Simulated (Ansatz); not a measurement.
# ClFGeH₃NO: a ladder of functionals and wavefunction methods

An exercise on one series of results from a longer session: the logs are not shown, and one member is left open.

Method: functionals in def2-TZVPP, the program's frozen cores in correlated methods; program: Ansatz 0.2.0, Gaussian basis.

The runs, in order: LDA (SPW92), PBE-D4, revPBE-D4, BLYP-D4, r2SCAN-D4, B97M-V, PBE0-D4, B3LYP-D4, r2SCANh-D4, r2SCAN0-D4, HSE06-D4, BHLYP-D4, CAM-B3LYP-D4, LC-ωPBE, ωB97X-V, ωB97M-V, B2PLYP, PBE-QIDH; CCSD(T)/def2-SVP; CCSD(T)/def2-TZVPP; MP2/def2-QZVPP; extrapolation to the limit; RPA on PBE.

### The geometry

All runs share one geometry, relaxed beforehand with PBE0-D4 in a triple-zeta def2 set.

SMILES `[NH2][Ge]([OH])([F])[Cl]`, 8 atoms, charge 0, spin multiplicity 1.

Atoms are counted from 1 here; the program's logs count them from 0.

Bond lengths: N1–Ge2 1.791 Å, N1–H6 1.010 Å, N1–H7 1.010 Å, Ge2–O3 1.745 Å, Ge2–F4 1.721 Å, Ge2–Cl5 2.143 Å, O3–H8 0.961 Å. Angles: Ge2–N1–H6 115.2°, Ge2–N1–H7 115.2°, H6–N1–H7 110.5°, N1–Ge2–O3 108.1°, N1–Ge2–F4 106.7°, N1–Ge2–Cl5 118.3°, O3–Ge2–F4 111.3°, O3–Ge2–Cl5 108.4°, F4–Ge2–Cl5 104.0°, Ge2–O3–H8 112.6°.

Set-up of the first run:

The input, in.yaml:

```yaml
crystal:
  periodic: [false, false, false]
  atoms:
    - {symbol: N, position_ang: [-1.010254, 0.861159, 0.576138]}
    - {symbol: Ge, position_ang: [0.083836, -0.236758, -0.322080]}
    - {symbol: O, position_ang: [0.774062, -1.365118, 0.816007]}
    - {symbol: F, position_ang: [-0.881260, -1.043063, -1.496292]}
    - {symbol: Cl, position_ang: [1.676578, 0.629414, -1.465344]}
    - {symbol: H, position_ang: [-0.580465, 1.371853, 1.333689]}
    - {symbol: H, position_ang: [-1.564511, 1.479495, 0.001927]}
    - {symbol: H, position_ang: [1.594118, -1.753984, 0.500255]}
basis:
  gaussian: {orbitals: def2-TZVPP}
hamiltonian: {xc: lda}
output: {orbitals: {seedname: orbitals}}
```

Launch:

```console
ansatz run in.yaml --threads 4 --pin off --events-out ev --progress --plain --max-ram 10444MiB
```

Steps of the session up to this table: LDA; PBE-D4 (GGA); revPBE-D4 (GGA); BLYP-D4 (GGA); r2SCAN-D4 (meta-GGA); B97M-V (meta-GGA); B3LYP-D4 (hybrid); r2SCANh-D4 (hybrid); r2SCAN0-D4 (hybrid); HSE06-D4 (hybrid); BHLYP-D4 (hybrid); CAM-B3LYP-D4 (range-separated); LC-ωPBE (range-separated); ωB97X-V (range-separated); ωB97M-V (range-separated); B2PLYP (double hybrid); PBE-QIDH (double hybrid).

One table of the session follows, with a row left open; its other results are not shown here.

It belongs to the step «Frontier levels by functional». 

```
  functional  HOMO (eV)  gap (eV)
 LDA (SPW92)      -7.15      5.31
      PBE-D4      -6.97      5.42
   revPBE-D4      -6.90      5.48
     BLYP-D4      -6.84      5.29
   r2SCAN-D4      -7.33      6.17
      B97M-V      -7.40      6.19
     PBE0-D4      -8.49      7.96
    B3LYP-D4      -8.21      7.31
  r2SCANh-D4      -7.89      7.09
  r2SCAN0-D4      -8.73      8.46
    HSE06-D4      -8.08      7.18
    BHLYP-D4      -9.89     10.27
CAM-B3LYP-D4      -9.93     10.34
     LC-ωPBE          ?         ?
     ωB97X-V     -10.96     12.58
     ωB97M-V     -10.84     12.15
```

Q: Estimate the row for LC-ωPBE from the others.

As computed: HOMO (eV): -11.36; gap (eV): 13.16. In the column «HOMO (eV)» it is the lowest.
